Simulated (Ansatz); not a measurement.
**BeBH₃ (singlet): from Hartree-Fock to the top rungs at scale of all distances = 1.753, 6-31G**

How much of the correlation energy of BeBH₃ (singlet) does each wave-function method recover here?

Program: Ansatz 0.2.0, Gaussian basis. Level of theory: 6-31G, core rule «outside noble gas», up to 2 orbitals frozen. These are calculated values, not measurements.

Plan: UHF; CCSD(T) on RHF; CCSD(T) on UHF; BCCD(T) on RHF; CISD; CCSDT(Q) on RHF; CCSDT(Q) on UHF; CCSDTQ on RHF; CASSCF and MRCISD+Q, 2 electrons in 2 orbitals; CASSCF and NEVPT2, 2 electrons in 2 orbitals; CASSCF and MRCISD+Q, 8 electrons in 11 orbitals; CASSCF and NEVPT2, 8 electrons in 11 orbitals; Full CI.

19 further runs of the same task are left out: 6 for a known fault of the program, 10 that didn't finish, 3 set aside as unsound or not needed. Runs told in other sessions of the task aren't counted.

## Step 1: The system

The geometry derives from a PBE0/def2-TZVP stationary point (not a proven minimum). All distances are scaled together.

5 atoms, charge 0, spin multiplicity 1.

Atoms are counted from 1 here; the program's logs count them from 0.

No contacts short enough for the rule that draws bonds.

## Step 2: UHF

File in.yaml:

```yaml
crystal:
  periodic: [false, false, false]
  atoms:
    - {symbol: B, position_ang: [0.000000, 0.000000, 1.441482]}
    - {symbol: Be, position_ang: [0.000000, 0.000000, -1.842169]}
    - {symbol: H, position_ang: [0.000000, 1.758576, 2.601715]}
    - {symbol: H, position_ang: [0.000000, -1.758575, 2.601715]}
    - {symbol: H, position_ang: [0.000000, 0.000000, -4.193344]}
basis:
  gaussian: {orbitals: 6-31G}
magnetization: {spin_polarized: true, initial_magnetization: 0}
hamiltonian: {xc: hf}
output: {orbitals: {seedname: orbitals}}
```

Launch:

```
$ ansatz run in.yaml --threads 1 --pin off --events-out ev --progress --plain --max-ram 2393MiB
```

After this run come: CCSD(T) on RHF; CCSD(T) on UHF; BCCD(T) on RHF; CISD; CCSDT(Q) on RHF; CCSDT(Q) on UHF; CCSDTQ on RHF; CASSCF and MRCISD+Q, 2 electrons in 2 orbitals; CASSCF and NEVPT2, 2 electrons in 2 orbitals; CASSCF and MRCISD+Q, 8 electrons in 11 orbitals; CASSCF and NEVPT2, 8 electrons in 11 orbitals; Full CI.

Q: Predict the results of all the runs planned. Wanted: FCI from the RHF energy; RMP2 from FCI; UMP2 from FCI; RCCSD from FCI; RCCSD(T) from FCI; UCCSD(T) from FCI; RCCSDT(Q) from FCI; UCCSDT(Q) from FCI; NEVPT2 valence from FCI.

**Answer**, as computed:

| quantity | value |
| --- | --- |
| FCI from the RHF energy | -5.9761 eV |
| RMP2 from FCI | +255.7 kJ/mol |
| UMP2 from FCI | +212.2 kJ/mol |
| RCCSD from FCI | +58.9 kJ/mol |
| RCCSD(T) from FCI | +19.9 kJ/mol |
| UCCSD(T) from FCI | +23.9 kJ/mol |
| RCCSDT(Q) from FCI | -0.8 kJ/mol |
| UCCSDT(Q) from FCI | +9.8 kJ/mol |
| NEVPT2 valence from FCI | +11.9 kJ/mol |
| MRCISD+Q valence from FCI | +0.6 kJ/mol |
| levels within 1 kcal/mol (43 meV) | RCCSDT, RCCSDT(Q), RCCSDTQ, MRCISD valence, MRCISD+Q valence |
| T1 diagnostic | 0.045 |
| effectively unpaired electrons | 1.78 |

In words: RCCSD(T) lands +19.9 kJ/mol from the yardstick (3.5 % of the correlation energy). CCSD(T) misses by +19.9 kJ/mol on the restricted determinant and by +23.9 kJ/mol on the unrestricted one; the two need not hold the same state or core. RCCSDT(Q), RCCSDTQ fall below full CI, which methods that aren't variational can do. With 1.8 effectively unpaired electrons against 0 the state is strongly multireference. Of the multireference levels listed MRCISD+Q valence comes nearest in total energy (+0.6 kJ/mol), which doesn't show that its space is the better one. These misses are within one basis, not against nature.
